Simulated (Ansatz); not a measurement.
Predict the output of the script below (the Python package of Ansatz (0.2.0)).

`formation_sr3pb.py`
```python
"""Heat of formation of Sr3Pb at zero temperature, after relaxing cells and atoms."""

from collections import Counter
import warnings

import ansatz
import numpy as np

PHASES = {
    "Sr3Pb": (
        [(5.410901, 0.0, 0.0), (0.0, 5.410901, 0.0), (0.0, 0.0, 5.410901)],
        [
            ("Sr", (0.5, 0.0, 0.5)),
            ("Sr", (0.0, 0.5, 0.5)),
            ("Sr", (0.5, 0.5, 0.0)),
            ("Pb", (0.0, 0.0, 0.0)),
        ],
    ),
    "Sr": (
        [(0.0, 3.04235, 3.04235), (3.04235, 0.0, 3.04235), (3.04235, 3.04235, 0.0)],
        [
            ("Sr", (0.0, 0.0, 0.0)),
        ],
    ),
    "Pb": (
        [(0.0, 2.47502, 2.47502), (2.47502, 0.0, 2.47502), (2.47502, 2.47502, 0.0)],
        [
            ("Pb", (0.0, 0.0, 0.0)),
        ],
    ),
}


def build(vectors, sites):
    crystal = ansatz.Crystal(lattice=ansatz.Lattice.of(vectors))
    for symbol, position in sites:
        crystal = crystal.atom(symbol, position)
    return crystal


def compute(name, crystal):
    calc = (
        crystal.calculation()
        .basis(19 * ansatz.Ha)
        .functional("r2scan")
        .kpoints(spacing=0.15)
        .occupations("fermi_dirac", width=0.05)
        .stress()
    )
    calc = calc.relax(force_tolerance=0.02, max_steps=40, cell=True)
    return calc.run(threads=1)


def counts(outcome):
    return Counter(site.symbol for site in outcome.lattice.sites)

def formation_energy(outcome, mu):
    n = counts(outcome)
    return (outcome.report["energy_sigma0_ev"] - sum(k * mu[element] for element, k in n.items())) / sum(n.values())


def volume_per_atom(outcome):
    return abs(np.linalg.det(outcome.lattice.cell_ang)) / len(outcome.lattice.sites)


def main() -> None:
    warnings.simplefilter("ignore", ansatz.DeckWarning)

    phases = {name: build(*cell) for name, cell in PHASES.items()}

    done = {}
    for name, crystal in phases.items():
        done[name] = compute(name, crystal)
        print(f"{name}: {done[name].report['energy_sigma0_ev']:.4f} eV, {len(done[name].lattice.sites)} atoms")

    # energy of one atom in its reference phase
    references = {"Sr": "Sr", "Pb": "Pb"}
    mu = {element: done[name].report["energy_sigma0_ev"] / len(done[name].lattice.sites) for element, name in references.items()}

    target = done["Sr3Pb"]
    heat = formation_energy(target, mu)
    n = counts(target)
    print("cell content:", dict(n), " volume", round(volume_per_atom(target), 3), "A^3/atom")
    print("formation energy", round(heat, 4), "eV/atom,", round(heat * sum(n.values()), 4), "eV per cell")
    print("bound against the elements" if heat < 0 else "unbound against the elements")


if __name__ == "__main__":
    main()
```

Output of `python formation_sr3pb.py`:
```text
Sr3Pb: -22587.9051 eV, 4 atoms
Sr: -3555.1120 eV, 1 atoms
Pb: -11920.8576 eV, 1 atoms
cell content: {<Element.SR: 'Sr'>: 3, <Element.PB: 'Pb'>: 1}  volume 39.196 A^3/atom
formation energy -0.4279 eV/atom, -1.7116 eV per cell
bound against the elements
```

What to keep in mind:
- Total energies depend on the potentials; only differences at equal settings carry meaning.
- Spin-orbit coupling, which matters for elements this heavy, is left out.
- The cells come from databases of deposited and of computed structures, and not all need be stable phases.
- The compound is the structure given, not necessarily its lowest; energies are at zero temperature, with no correction for gases. A semilocal functional's error on such energies is often 0.05 to 0.1 eV an atom, and 0.1 to 0.3 eV against gases such as O2 or F2.
- Wall time of the script: 98 s on 1 thread of Arm Neoverse V2, on a shared host, peak memory 0.94 GiB.
